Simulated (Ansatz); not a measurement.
# GaGe3: relaxation of cell and atoms with PBEsol

Crystal: GaGe3.

```
CELL_PARAMETERS angstrom
0.00000 3.38717 3.38717
3.38717 0.00000 3.38717
3.38717 3.38717 0.00000
ATOMIC_POSITIONS crystal
Ge 0.50000 0.50000 0.50000
Ge 0.75000 0.75000 0.75000
Ge 0.25000 0.25000 0.25000
Ga 0.00000 0.00000 0.00000
```

The cell comes from a database or a generator and needn't be the stable form of this composition.

| Quantity | Value |
| --- | --- |
| Program | Ansatz 0.2.0 |
| Task | relaxation of cell and atoms |
| Functional | PBEsol |
| Potentials or basis | Ansatz PAW |
| Cutoff | 420 eV (not typed: the program's choice for these potentials) |
| k mesh | 7 × 7 × 7 |
| Occupations | fermi-dirac, width 0.05 eV |
| Spin | no spin polarisation |
| Target pressure | 10 GPa |
| Target pressure (GPa) | 10 |

```yaml
Relaxed_volume: 16.43 Å³/atom
Relaxed_cell: a = 4.530 Å, b = 4.530 Å, c = 4.530 Å, α = 60.00°, β = 60.00°, γ = 60.00°
Space_group_after_relaxing_to_0.05_Å: Fm-3m (No. 225)
Energy_change_on_relaxing_the_enthalpy_is_what_falls: +37.7 meV/atom
Ionic_steps: 5
Pressure_after_relaxing: 10.0 GPa
Band_gap_on_the_k_mesh: none (metal or under the smearing width)
```

The path:
| step | energy change (eV) | largest force (eV/Å) | volume (Å³) |
| --- | --- | --- | --- |
| 1 | 0.0000 | 0.0000 | 77.72 |
| 2 | 0.0964 | 0.0000 | 66.64 |
| 3 | 0.1634 | 0.0000 | 65.49 |
| 4 | 0.1480 | 0.0000 | 65.74 |
| 5 | 0.1509 | 0.0000 | 65.74 |

Final structure:
```cif
data_structure
_symmetry_space_group_name_H-M 'P 1'
_symmetry_Int_Tables_number 1
_cell_length_a 4.5301
_cell_length_b 4.5301
_cell_length_c 4.5301
_cell_angle_alpha 60.000
_cell_angle_beta 60.000
_cell_angle_gamma 60.000
_cell_volume 65.74
loop_
_atom_site_label
_atom_site_type_symbol
_atom_site_fract_x
_atom_site_fract_y
_atom_site_fract_z
_atom_site_occupancy
Ge1 Ge 0.50000 0.50000 0.50000 1
Ge2 Ge 0.75000 0.75000 0.75000 1
Ge3 Ge 0.25000 0.25000 0.25000 1
Ga1 Ga 0.00000 0.00000 0.00000 1
```

Levels at points of the mesh, in eV from the Fermi level:
```tsv
k point	band 24	band 25	band 26	band 27	band 28	band 29	band 30	band 31	band 32	band 33
(0.00, 0.00, 0.00)	-1.85	-1.85	-1.85	-1.58	-1.58	-1.58	0.14	0.28	0.28	0.28
```

Run time: 10 s on 2 threads of Arm Neoverse V1 (shared host), peak memory 0.4 GiB.

Caveat: the volume moved by over 15 % at a fixed basis, so the end points are rough; the plane-wave basis is chosen anew once the cell has moved, so the energies of steps on either side of that aren't comparable; the PAW data sets come from PBE, with cores solved anew for the run's functional, which leaves a small shift of forces and pressure.
